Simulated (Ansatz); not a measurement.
**BGeP (singlet): from Hartree-Fock to the top rungs at a displaced geometry (v1), cc-pVDZ**

One table from this session's results is given with a row withheld; the runs are named, their logs left out.

Method: cc-pVDZ, core rule «outside noble gas», up to 20 orbitals frozen; program: Ansatz 0.2.0, Gaussian basis.

Plan: UHF; CCSD(T) on RHF; BCCD(T) on RHF; CISD; CCSDT(Q) on RHF.

36 further runs of the same task are left out: 1 for a known fault of the program, 21 that didn't finish, 14 set aside as unsound or not needed.

## The geometry

The geometry is a PBE0/def2-TZVP stationary point (not a proven minimum) with its atoms shifted at random (size 0.040 Å). No spin-orbit coupling is included. The filled d shell of Ge may be among the frozen orbitals whatever the setting's name suggests; the logs give the count.

3 atoms, charge 0, spin multiplicity 1.

Atoms are counted from 1 here; the program's logs count them from 0.

Bond lengths: B1–P2 1.890 Å, P2–Ge3 2.157 Å. Angles: B1–P2–Ge3 101.8°.

The first run:

File in.yaml:

```yaml
crystal:
  periodic: [false, false, false]
  atoms:
    - {symbol: B, position_ang: [-0.029694, -1.170818, 2.094768]}
    - {symbol: P, position_ang: [-0.030528, 0.514990, 1.241153]}
    - {symbol: Ge, position_ang: [0.017436, -0.045340, -0.840993]}
basis:
  gaussian: {orbitals: cc-pVDZ}
magnetization: {spin_polarized: true, initial_magnetization: 0}
hamiltonian: {xc: hf}
output: {orbitals: {seedname: orbitals}}
```

Started as:

```sh
$ ansatz run in.yaml --threads 1 --pin off --events-out ev --progress --plain --max-ram 2393MiB
```

Steps of the session up to this table: UHF; CCSD(T) on RHF; BCCD(T) on RHF; CISD; CCSDT(Q) on RHF.

One table of the session follows, with a row left open; its other results are not shown here.

```
   method  from RCCSDT(Q) (kJ/mol)
      RHF                   +814.2
     RMP2                   +159.4
     CISD                   +162.4
    RCCSD                    +64.5
 RCCSD(T)                        ?
  BCCD(T)                    +12.3
   RCCSDT                     +8.0
RCCSDT(Q)                        0
```

Q: Estimate the row for RCCSD(T) from the others.

As computed: from RCCSDT(Q) (kJ/mol): +13.4. In the column «from RCCSDT(Q) (kJ/mol)» it lies between BCCD(T) (+12.3) and RCCSD (+64.5).
